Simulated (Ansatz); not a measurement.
Geometry optimisation, Ansatz 0.2.0, DFT r2SCAN-D3(BJ), scalar-relativistic, plane waves, PAW.

The input (input.yaml):

```yaml
accuracy: low
crystal:
  lattice:
    - [5.048742, 0.0, 0.0]
    - [2.524371, 4.372339, 0.0]
    - [0.0, 0.0, 15.676426]
  atoms:
    - { symbol: H, position: [0.1666667, 0.1666667, 0.0637901] }
    - { symbol: H, position: [0.6666667, 0.1666667, 0.0637901] }
    - { symbol: H, position: [0.1666667, 0.6666667, 0.0637901] }
    - { symbol: H, position: [0.6666667, 0.6666667, 0.0637901] }
    - { symbol: C, position: [0.1666667, 0.1666667, 0.1339591] }
    - { symbol: C, position: [0.6666667, 0.1666667, 0.1339591] }
    - { symbol: C, position: [0.1666667, 0.6666667, 0.1339591] }
    - { symbol: C, position: [0.6666667, 0.6666667, 0.1339591] }
    - { symbol: C, position: [-0.1666667, 0.3333333, 0.1668292] }
    - { symbol: C, position: [0.3333333, 0.3333333, 0.1668292] }
    - { symbol: C, position: [-0.1666667, 0.8333333, 0.1668292] }
    - { symbol: C, position: [0.3333333, 0.8333333, 0.1668292] }
    - { symbol: C, position: [-0.1666667, 0.3333333, 0.2654394] }
    - { symbol: C, position: [0.3333333, 0.3333333, 0.2654394] }
    - { symbol: C, position: [-0.1666667, 0.8333333, 0.2654394] }
    - { symbol: C, position: [0.3333333, 0.8333333, 0.2654394] }
    - { symbol: C, position: [0.0, 0.0, 0.2983094] }
    - { symbol: C, position: [0.5, 0.0, 0.2983094] }
    - { symbol: C, position: [0.0, 0.5, 0.2983094] }
    - { symbol: C, position: [0.5, 0.5, 0.2983094] }
    - { symbol: F, position: [0.8393093, 0.8373539, 0.3876155] }
    - { symbol: H, position: [0.9620732, 0.6454291, 0.4131315] }
basis:
  ecutwfc: 500.0
kpoints:
  mp_grid: { grid: [2, 2, 1] }
hamiltonian:
  xc: r2scan
  dispersion: d3bj
  pseudopotentials: { kind: paw, azcp: { folder: soft_1 } }
scf:
  occupations: { method: fermi_dirac, width: 0.02 }
  lower_state_search: "off"
relax:
  f_tol: 0.08
  max_steps: 25
  adjacent_minimum: "off"
  constraints: [{ sites: [0, 1, 2, 3, 4, 5, 6, 7, 8, 9, 10, 11] }]
```

Launched with:

```bash
$ ansatz run input.yaml --threads 1 --pin off --max-ram 3072MiB --backend cpu --events-out ev --progress --plain --runs-dir out
```

Question: Where does it end, and by what steps?

Answer: The run converged. The threshold is loose, so the end isn't yet a minimum. Limits of this set-up: coarse k mesh, thin slab, slab without dipole correction, low accuracy level. After 21 steps the energy has fallen by 8.882 eV; F21 moved furthest, 1.39 Å. Parted: F21–H22. Joined: C17–F21, C19–H22.

| step | energy less start (eV) | largest force component (eV/Å) | accepted |
| --- | --- | --- | --- |
| 0 | 0.0000 | 7.013 | yes |
| 1 | -2.9247 | 5.118 | yes |
| 2 | -4.3037 | 2.840 | yes |
| 3 | -4.8390 | 1.815 | yes |
| 4 | -5.1326 | 1.171 | yes |
| 5 | -5.2392 | 0.322 | yes |
| 6 | -5.2531 | 0.179 | yes |
| 7 | -5.2673 | 0.236 | yes |
| 8 | -5.3052 | 0.547 | yes |
| 9 | -5.3948 | 0.977 | yes |
| 10 | -5.6209 | 0.981 | yes |
| 11 | -5.8675 | 1.150 | yes |
| 12 | -6.2621 | 1.408 | yes |
| 13 | -6.8144 | 2.119 | yes |
| 14 | -7.4298 | 3.166 | yes |
| 15 | -8.1968 | 2.992 | yes |
| 16 | -8.6277 | 1.853 | yes |
| 17 | -8.8235 | 1.050 | yes |
| 18 | -8.7890 | 1.148 | no |
| 19 | -8.8742 | 0.337 | yes |
| 20 | -8.8811 | 0.095 | yes |
| 21 | -8.8820 | 0.030 | yes |

```xyz
22
Lattice="5.0487 0.0000 0.0000 2.5244 4.3723 0.0000 0.0000 0.0000 15.6764" Properties=species:S:1:pos:R:3
H 1.262 0.729 1.000
H 3.787 0.729 1.000
H 2.524 2.915 1.000
H 5.049 2.915 1.000
C 1.262 0.729 2.100
C 3.787 0.729 2.100
C 2.524 2.915 2.100
C 5.049 2.915 2.100
C 0.000 1.457 2.615
C 2.524 1.457 2.615
C 1.262 3.644 2.615
C 3.787 3.644 2.615
C -0.028 1.479 4.179
C 2.517 1.462 4.297
C 1.230 3.657 4.178
C 3.769 3.654 4.192
C -0.032 0.019 4.657
C 2.497 0.011 4.539
C 1.228 2.206 4.702
C 3.763 2.204 4.539
F 7.525 4.400 6.051
H 6.231 2.234 5.791
```

Time of the run: 10 min on 1 thread of Arm Neoverse V1, on a shared host, peak memory 0.89 GiB.
